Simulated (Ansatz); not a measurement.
# NiMoIrPdW (P-3m1) in Ansatz: settings compared, part 2 of 2

Ansatz 0.2.0.

### 3 Band structure, PBEsol, collinear spin, ferromagnetic start

The input, input.yaml:

```yaml
crystal:
  lattice:
    - [2.77085, 0.0, 0.0]
    - [-1.38543, 2.39963, 0.0]
    - [0.0, 0.0, 22.01961]
  atoms:
    - { symbol: Ni, position: [0.33333, 0.66667, 0.85081], spin: 1.0 }
    - { symbol: Ni, position: [0.66667, 0.33333, 0.14919], spin: 1.0 }
    - { symbol: Mo, position: [0.66667, 0.33333, 0.76059], spin: 1.0 }
    - { symbol: Mo, position: [0.33333, 0.66667, 0.23941], spin: 1.0 }
    - { symbol: Pd, position: [0.33333, 0.66667, 0.05329] }
    - { symbol: Pd, position: [0.66667, 0.33333, 0.94671] }
    - { symbol: Ir, position: [0.33333, 0.66667, 0.65827], spin: 0.6 }
    - { symbol: Ir, position: [0.66667, 0.33333, 0.34173], spin: 0.6 }
    - { symbol: W, position: [0.33333, 0.66667, 0.44418] }
    - { symbol: W, position: [0.66667, 0.33333, 0.55582] }
hamiltonian:
  xc: pbesol
  pseudopotentials: { kind: paw }
magnetization:
  spin_polarized: true
kpoints:
  mp_grid: { grid: [11, 11, 2] }
  band_path:
    path:
      - [[0.0, 0.0, 0.0], [0.5, 0.0, 0.0], [0.3333333333, 0.3333333333, 0.0], [0.0, 0.0, 0.0], [0.0, 0.0, 0.5], [0.5, 0.0, 0.5], [0.3333333333, 0.3333333333, 0.5], [0.0, 0.0, 0.5]]
      - [[0.5, 0.0, 0.5], [0.5, 0.0, 0.0]]
      - [[0.3333333333, 0.3333333333, 0.0], [0.3333333333, 0.3333333333, 0.5]]
    npoints: 10
scf:
  occupations: { method: fermi_dirac, width: 0.05 }
  n_extra_bands: 25
output:
  forces: true
  stress: true
  eigenvalues: true
  fatbands: false
```

Potentials or basis: Ansatz PAW.

On the command line:

```sh
> ansatz run input.yaml --threads 8 --pin off --max-ram 20480MiB --backend cpu --events-out ev --progress --plain --runs-dir out
```

The program printed:

```text
Warning: the atoms were moved onto the symmetric positions of the space group found under crystal.symmetry.tolerance 1.0e-5 (fractional; no operation is sought that the atoms, as they stand in a round, miss by more than twice it, and no atom is moved by as much as it), and the run uses the moved positions. Before a round's move an operation carried an atom to 2.77e-5 Å from where it should land, the largest such distance. Atom 0 (counting from 0) moved farthest, by 1.60e-5 Å; the longest move in fractions of the cell, of whichever atom, is 0.47 of the tolerance, in 1 round. To run the atoms as typed, lower crystal.symmetry.tolerance until the operations that they miss are no longer found, or set crystal.symmetry.detect: false (a key that needs symmetry detection or time reversal refuses this as the deck is read). The positions used, in the order of the run's atom list: position: [0.3333333333333333, 0.6666666666666666, 0.85081]; position: [0.6666666666666666, 0.3333333333333333, 0.14919]; position: [0.6666666666666666, 0.3333333333333333, 0.76059]; position: [0.3333333333333333, 0.6666666666666666, 0.23941]; position: [0.3333333333333333, 0.6666666666666666, 0.05329]; position: [0.6666666666666666, 0.3333333333333333, 0.94671]; position: [0.3333333333333333, 0.6666666666666666, 0.65827]; position: [0.6666666666666666, 0.3333333333333333, 0.34173]; position: [0.3333333333333333, 0.6666666666666666, 0.44418]; position: [0.6666666666666666, 0.3333333333333333, 0.55582]; The lattice was moved too: crystal.lattice keeps the space group found at crystal.symmetry.tolerance 1.0e-5 only nearly: the operation that it misses by the most changes a squared length by the fraction 4.62e-6. The run uses the lattice that is a stretch of the typed one, with no rotation, onto the one that keeps every operation to a double's rounding (on a very oblique basis the stretch itself rounds by more); the deck's lattice vector that moved farthest moved by 3.53e-6 Å. To run the lattice as typed, set crystal.symmetry.tolerance under 4.49e-7, the least fraction by which an operation that the lattice misses changes a squared length (the same key also sets how far an atom may lie from its image, so lowering it can lose operations that the atoms keep only within it), or set crystal.symmetry.detect: false, as for the atoms. crystal.lattice made exact, in Å and degrees: [[2.7708520264577463, 2.8867513459737068e-6, 0.0], [-1.3854285132288733, 2.399626801664327, 0.0], [0.0, 0.0, 22.01961]]. Pasted over the deck's crystal.lattice, beside positions in fractional coordinates, it runs the same cell (given as lengths and angles, that cell in the form's own orientation, a rigid turn of the misfit's size from the one run here, for which a checkpoint.post_process_only pass over this run's state can be refused: where this run relaxes nothing, give such a pass this deck's own crystal.lattice, as typed; behind a relaxation, as crystal.lattice, the state's own cell, identity.cell in its checkpoint.json), and a matrix so pasted ends this notice, except on a very skew basis of the lattice, where the rounding of the pasted numbers themselves can read as a misfit: the cell is then moved again, and that move is told again. The lattice as run is in this notice's lattice.as_run_ang field (Run.prep()["deck_notices"] in Python, the deck_notice line of an events file, deck_notices of ansatz run --dry-run=json, or deck_notices in record.json in the deck's checkpoint.write directory).
Warning: RAYON_NUM_THREADS=8 ignored (pool sized by the plan → 8); use --threads N
scf.n_extra_bands = 25 over 81 filled bands (N_el = 162.0): the run solves 106 bands
[... 141 lines left out ...]
  k-point 0 ↑: bands = ["-82.1415", "-82.1415", "-71.8398", "-71.8398", "-63.3458", "-63.3281", "-53.1103", "-53.0730", "-42.8868", "-42.8868", "-42.5554", "-42.5554", "-42.5554", "-42.5554", "-40.3003", "-40.3003", "-29.1327", "-28.9812", "-28.9451", "-28.9451", "-28.9255", "-28.9255", "-28.6968", "-28.6967", "-28.4359", "-28.4359", "-28.4359", "-28.4359", "-17.6933", "-17.2250", "-16.7442", "-16.7442", "-16.6957", "-16.6957", "-14.4872", "-14.4872", "-13.7159", "-13.7159", "-13.7159", "-13.7159", "11.1495", "11.6674", "13.0300", "13.4772", "13.7556", "14.0542", "14.6907", "15.2243", "15.7491", "15.8174", "17.4818", "17.4818", "17.4946", "17.4946", "17.7385", "17.7607", "17.8735", "17.9389", "17.9389", "18.0890", "18.0890", "18.6120", "18.6548", "18.6548", "18.6923", "18.7336", "18.7336", "18.9990", "18.9990", "19.0530", "19.0530", "19.1226", "19.1226", "19.1332", "19.1985", "19.1985", "19.2012", "19.7171", "19.7171", "20.0036", "20.0504", "20.0504", "20.3884", "20.3884", "20.4239", "20.4506", "20.4506", "20.9111", "20.9111", "21.0010", "21.0010", "21.6065", "23.0781", "23.0781", "23.1122", "23.1122", "23.5100", "23.5100", "24.4863", "24.4863", "28.8291", "30.7312", "31.5052", "33.1588", "33.3358", "33.5315"]
  k-point 1 ↑: bands = ["-82.1415", "-82.1415", "-71.8398", "-71.8398", "-63.3458", "-63.3281", "-53.1103", "-53.0730", "-42.8868", "-42.8868", "-42.5554", "-42.5554", "-42.5554", "-42.5554", "-40.3003", "-40.3003", "-29.1327", "-28.9812", "-28.9451", "-28.9451", "-28.9255", "-28.9255", "-28.6968", "-28.6967", "-28.4359", "-28.4359", "-28.4359", "-28.4359", "-17.6933", "-17.2250", "-16.7442", "-16.7442", "-16.6958", "-16.6958", "-14.4872", "-14.4872", "-13.7159", "-13.7159", "-13.7159", "-13.7159", "11.1500", "11.6653", "13.0774", "13.3717", "13.8155", "14.0525", "14.7272", "15.1788", "15.7413", "15.8327", "17.4816", "17.4816", "17.4947", "17.4947", "17.7463", "17.7480", "17.8514", "17.9388", "17.9388", "18.0891", "18.0891", "18.6469", "18.6469", "18.6648", "18.7472", "18.7499", "18.7499", "19.0121", "19.0121", "19.0217", "19.0217", "19.0870", "19.0870", "19.1274", "19.2617", "19.2617", "19.2832", "19.6065", "19.6755", "19.6755", "20.1035", "20.1035", "20.3284", "20.3284", "20.4806", "20.4806", "20.7800", "20.9123", "20.9123", "21.0004", "21.0004", "21.4893", "23.0778", "23.0778", "23.1124", "23.1124", "23.5100", "23.5100", "24.4863", "24.4863", "28.9403", "30.2623", "32.5350", "32.6047", "33.1694", "33.5311"]
  k-point 2 ↑: bands = ["-82.1411", "-82.1411", "-71.8372", "-71.8372", "-63.3429", "-63.3257", "-53.1014", "-53.0655", "-42.8861", "-42.8861", "-42.5595", "-42.5595", "-42.5564", "-42.5564", "-40.2854", "-40.2854", "-29.1276", "-28.9878", "-28.9617", "-28.9515", "-28.9485", "-28.9307", "-28.6914", "-28.6913", "-28.4756", "-28.4756", "-28.4455", "-28.4454", "-17.6728", "-17.2233", "-16.8375", "-16.7919", "-16.7684", "-16.7157", "-14.4721", "-14.4721", "-13.8171", "-13.8171", "-13.7388", "-13.7388", "11.4715", "11.9711", "13.3202", "13.7448", "13.9873", "14.3654", "14.9508", "15.4768", "15.9224", "15.9891", "17.2351", "17.2741", "17.6340", "17.7201", "17.7339", "17.7388", "17.7760", "17.8147", "17.9075", "18.0888", "18.0904", "18.2377", "18.3260", "18.5850", "18.6750", "18.6911", "18.7739", "18.8157", "18.8299", "18.9817", "19.0638", "19.0723", "19.0881", "19.1196", "19.1653", "19.1876", "19.5382", "19.6069", "19.6971", "19.7312", "19.9419", "20.1352", "20.1574", "20.2426", "20.4129", "20.5663", "20.6853", "20.8959", "21.0190", "21.0651", "21.1639", "21.8921", "22.9992", "23.0829", "23.1645", "23.4389", "23.7043", "23.8066", "24.5179", "25.0720", "28.8823", "30.7744", "31.5527", "33.5832", "33.6914", "34.2522"]
  k-point 31 ↓: bands = ["-82.1361", "-82.1361", "-71.8031", "-71.8031", "-63.3007", "-63.2989", "-52.9783", "-52.9745", "-42.8775", "-42.8775", "-42.5957", "-42.5957", "-42.5858", "-42.5858", "-40.0882", "-40.0882", "-29.1837", "-29.1677", "-29.1282", "-29.1014", "-29.0090", "-28.9953", "-28.8226", "-28.8226", "-28.7287", "-28.7287", "-28.6208", "-28.6208", "-17.6832", "-17.6374", "-17.4689", "-17.3972", "-17.2333", "-17.1976", "-14.6716", "-14.6716", "-14.4382", "-14.4382", "-14.2730", "-14.2730", "15.3912", "15.4312", "15.6606", "15.8574", "16.1004", "16.1635", "16.2874", "16.3084", "16.4903", "16.7165", "16.7242", "16.8407", "16.9737", "16.9940", "17.0434", "17.4104", "17.4745", "17.5018", "17.5530", "17.6994", "18.1283", "18.1834", "18.2865", "18.3078", "18.4301", "18.4603", "18.4795", "18.4936", "18.8807", "18.8983", "19.0807", "19.3783", "19.6690", "20.0445", "20.0839", "20.1874", "20.3279", "20.4429", "20.4819", "20.7295", "20.7559", "21.0316", "21.6806", "22.1529", "22.1736", "22.4859", "22.4866", "22.8616", "23.7992", "24.2156", "25.1621", "25.4883", "25.5575", "25.5632", "26.7392", "26.7969", "27.1463", "27.1805", "27.6107", "27.7081", "28.4980", "28.6283", "29.0768", "29.2116", "29.9336", "29.9905"]
```

Wall time 44 s (8 threads of Arm Neoverse V2, shared host); peak memory 1.9 GiB.

What came out:

```yaml
Free_energy: -79329.3098 eV
Pressure: -9.1 GPa
Largest_force: 0.196 eV/Å
Band_gap_on_the_k_mesh: none (metal or under the smearing width)
Net_moment: 0.00 μB per cell
Absolute_moment: 0.00 μB per cell
```

Forces on the atoms (eV/Å):
```
Ni   0.000  0.000  0.007
Ni   0.000  0.000 -0.007
Mo   0.000  0.000 -0.089
Mo   0.000  0.000  0.089
Pd   0.000  0.000  0.011
Pd   0.000  0.000 -0.011
Ir   0.000  0.000 -0.039
Ir   0.000  0.000  0.039
W    0.000  0.000 -0.196
W    0.000  0.000  0.196
```

Stress tensor (GPa, compression positive):
```
-8.73  0.00  0.00
 0.00 -8.73  0.00
 0.00  0.00 -9.70
```

Levels at the corners of the path, in eV from the Fermi level:
Spin up:
```csv
point,band 77,band 78,band 79,band 80,band 81,band 82,band 83,band 84,band 85,band 86
Γ,-1.39,-0.87,-0.87,-0.59,-0.54,-0.54,-0.20,-0.20,-0.17,-0.14
M,0.08,0.16,0.73,0.98,1.08,1.25,1.40,1.50,1.71,1.77
K,-0.34,-0.11,-0.06,-0.06,-0.06,0.52,0.99,1.53,1.53,1.88
Γ,-1.39,-0.87,-0.87,-0.59,-0.54,-0.54,-0.20,-0.20,-0.17,-0.14
A,-1.31,-0.98,-0.92,-0.92,-0.49,-0.49,-0.26,-0.26,-0.11,-0.11
L,0.16,0.43,0.75,0.91,1.08,1.18,1.25,1.62,1.70,1.86
H,-0.34,-0.11,-0.06,-0.06,-0.04,0.43,1.06,1.53,1.53,1.88
A,-1.31,-0.98,-0.92,-0.92,-0.49,-0.49,-0.26,-0.26,-0.11,-0.11
L,0.16,0.43,0.75,0.91,1.08,1.18,1.25,1.62,1.70,1.86
M,0.08,0.16,0.73,0.98,1.08,1.25,1.40,1.50,1.71,1.77
K,-0.34,-0.11,-0.06,-0.06,-0.06,0.52,0.99,1.53,1.53,1.88
H,-0.34,-0.11,-0.06,-0.06,-0.04,0.43,1.06,1.53,1.53,1.88
```
Spin down:
```tsv
point	band 77	band 78	band 79	band 80	band 81	band 82	band 83	band 84	band 85	band 86
Γ	-1.39	-0.87	-0.87	-0.59	-0.54	-0.54	-0.20	-0.20	-0.17	-0.14
M	0.08	0.16	0.73	0.98	1.08	1.25	1.40	1.50	1.71	1.77
K	-0.34	-0.11	-0.06	-0.06	-0.06	0.52	0.99	1.53	1.53	1.88
Γ	-1.39	-0.87	-0.87	-0.59	-0.54	-0.54	-0.20	-0.20	-0.17	-0.14
A	-1.31	-0.98	-0.92	-0.92	-0.49	-0.49	-0.26	-0.26	-0.11	-0.11
L	0.16	0.43	0.75	0.91	1.08	1.18	1.25	1.62	1.70	1.86
H	-0.34	-0.11	-0.06	-0.06	-0.04	0.43	1.06	1.53	1.53	1.88
A	-1.31	-0.98	-0.92	-0.92	-0.49	-0.49	-0.26	-0.26	-0.11	-0.11
L	0.16	0.43	0.75	0.91	1.08	1.18	1.25	1.62	1.70	1.86
M	0.08	0.16	0.73	0.98	1.08	1.25	1.40	1.50	1.71	1.77
K	-0.34	-0.11	-0.06	-0.06	-0.06	0.52	0.99	1.53	1.53	1.88
H	-0.34	-0.11	-0.06	-0.06	-0.04	0.43	1.06	1.53	1.53	1.88
```

Caveat: spin-orbit coupling is left out, which moves the levels of the heavy elements; the PAW data sets come from PBE, with cores solved anew for the run's functional, which leaves a small shift of forces and pressure; the starting moments weren't kept.
